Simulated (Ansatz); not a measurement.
# C2H4FOSb: the cost of one run

Method: RHF/def2-SVP, in Ansatz 0.2.0.

### Step 1. The system as given

Bond lengths: C1–C2 1.296 Å, C2–O3 1.359 Å, O3–Sb4 2.138 Å, Sb4–F5 2.017 Å, C1–H6 1.062 Å, C1–H7 1.107 Å, C2–H8 1.091 Å, Sb4–H9 1.747 Å. Angles: C1–C2–O3 118.1°, C1–C2–H8 123.9°, O3–C2–H8 117.9°, C2–C1–H6 124.6°, C2–C1–H7 117.9°, H6–C1–H7 116.9°, C2–O3–Sb4 122.7°, O3–Sb4–F5 89.2°, O3–Sb4–H9 87.8°, F5–Sb4–H9 90.9°.

As a file:

```xyz
9

C    -1.5874   -0.3073    0.8278
C    -0.5202   -0.0938    0.1250
O     0.6805   -0.1092    0.7616
Sb    2.5354    0.1672   -0.2647
F     1.7438    1.7642   -1.2087
H    -1.6032   -0.4026    1.8853
H    -2.5666   -0.2451    0.3159
H    -0.5248    0.0812   -0.9514
H     1.9310   -0.9008   -1.5079
```

### Step 2. End point A

input.yaml

```yaml
crystal:
  periodic: [false, false, false]
  atoms:
    - { symbol: C, position_ang: [-1.5874, -0.3073, 0.8278] }
    - { symbol: C, position_ang: [-0.5202, -0.0938, 0.125] }
    - { symbol: O, position_ang: [0.6805, -0.1092, 0.7616] }
    - { symbol: Sb, position_ang: [2.5354, 0.1672, -0.2647] }
    - { symbol: F, position_ang: [1.7438, 1.7642, -1.2087] }
    - { symbol: H, position_ang: [-1.6032, -0.4026, 1.8853] }
    - { symbol: H, position_ang: [-2.5666, -0.2451, 0.3159] }
    - { symbol: H, position_ang: [-0.5248, 0.0812, -0.9514] }
    - { symbol: H, position_ang: [1.931, -0.9008, -1.5079] }
basis:
  gaussian: { orbitals: def2-SVP }
hamiltonian:
  xc: hf
relax:
  f_tol: 0.02
  max_steps: 50
```

Run with:

```console
> ansatz run input.yaml --threads 2 --pin off --max-ram 3072MiB --backend cpu --events-out ev --progress --plain --runs-dir out
```

**Question.** How long does this run take on 2 threads of Arm Neoverse V1, shared host, and how much memory does it need?

About 48 s, with a peak of 0.22 GiB.
